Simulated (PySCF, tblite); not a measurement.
# C₂H₃Cl₄FSi: geometry, infrared bands and NMR shifts

What infrared bands and NMR shifts should C₂H₃Cl₄FSi (`F[C@@H](CCl)[Si](Cl)(Cl)Cl`) show?

Programs: tblite 0.8.0 and PySCF 2.14.0, with density-fitted response routines of our own. Each step states its level of theory. These are calculated values for one molecule in the gas phase, unless marked as measured. Atoms count from 0, in the outputs and in this text.

## 1. The starting structure

11 atoms, charge 0, multiplicity 1; geometry from: force field or distance geometry start.

Bonds of the start (Å): F0–C1 1.37, C1–C2 1.50, C2–Cl3 1.80, C1–Si4 1.85, Si4–Cl5 2.07, Si4–Cl6 2.09, Si4–Cl7 2.12, C1–H8 1.10, C2–H9 1.10, C2–H10 1.12.

## 2. Optimising the geometry with GFN2-xTB

Job settings and geometry (Å):

```
{"job": {"kind": "relax", "xc": "GFN2-xTB", "basis": "xTB"}, "charge": 0, "multiplicity": 1}
F     -0.329400    -0.422300    -1.738200
C     -0.229300     0.249000    -0.550200
C     -1.380600    -0.088100     0.358000
Cl    -2.866800     0.440700    -0.510800
Si     1.435100    -0.084100     0.183000
Cl     1.488200    -0.098700     2.253500
Cl     2.205100    -1.879100    -0.553000
Cl     2.769600     1.423400    -0.478200
H     -0.285100     1.330800    -0.745600
H     -1.339900     0.337600     1.366100
H     -1.461300    -1.206500     0.389400
```

Started as:

```bash
$ OMP_NUM_THREADS=1 python probes_run.py task.json out
```

One launch serves the whole session: the jobs run in the order shown.

**Question.** This job is followed by: GFN2-xTB harmonic vibrations, gas phase; GIAO PBE0/pcSseg-1 NMR shielding, non-relativistic, gas phase. Predict these results of the whole session: strongest single infrared mode (GFN2-xTB); zero-point energy (GFN2-xTB); ¹³C shifts against TMS (PBE0/pcSseg-1); ¹H shifts against TMS (PBE0/pcSseg-1); ¹⁹F shifts against CFCl3 (PBE0/pcSseg-1); ³⁵Cl shifts against HCl (PBE0/pcSseg-1, means over atoms taken as alike); ²⁹Si shifts against TMS (PBE0/pcSseg-1); surface potential, 1st and 99th percentile.

The runs gave:

| quantity | value |
| --- | --- |
| strongest single infrared mode (GFN2-xTB) | 531 cm⁻¹, 79 km/mol |
| zero-point energy (GFN2-xTB) | 32.8 kcal/mol |
| ¹³C shifts against TMS (PBE0/pcSseg-1) | 99.6, 51.7 ppm |
| ¹H shifts against TMS (PBE0/pcSseg-1) | 4.76, 4.00, 3.71 ppm |
| ¹⁹F shifts against CFCl3 (PBE0/pcSseg-1) | -241.6 ppm |
| ³⁵Cl shifts against HCl (PBE0/pcSseg-1, means over atoms taken as alike) | 114, 110 ppm |
| ²⁹Si shifts against TMS (PBE0/pcSseg-1) | 14.5 ppm |
| surface potential, 1st and 99th percentile | -0.80 V and 1.48 V |

**Reading.** The optimisation took 93 steps and gained 0.404 eV; among the close pairs (by a distance rule), Si4–Cl7 changed most, from 2.119 to 2.003 Å. All 27 modes are real, so the xTB geometry is a minimum. The strongest single mode, at 531 cm⁻¹, moves mainly Si4. Unscaled tight-binding wavenumbers are off by several per cent, some by more. Its intensities can rank the bands wrongly. The most deshielded carbon is C1 (sp3 CH bonded to F and Si), at 99.6 ppm: pulled downfield by the heteroatom. H8 (hydrogen on an sp3 CH bonded to F and Si) lies farthest downfield among hydrogen, at 4.76 ppm; its carbon carries F, which withdraws density. At PBE0/pcSseg-1: The largest span, 476 ppm, is at Cl3, where the paramagnetic term is -305 ppm. By nearest atom (PBE0/pcSseg-1), the HOMO sits on Cl3 60 %; C1 12 % and the LUMO on Si4 29 %; Cl7 20 %.
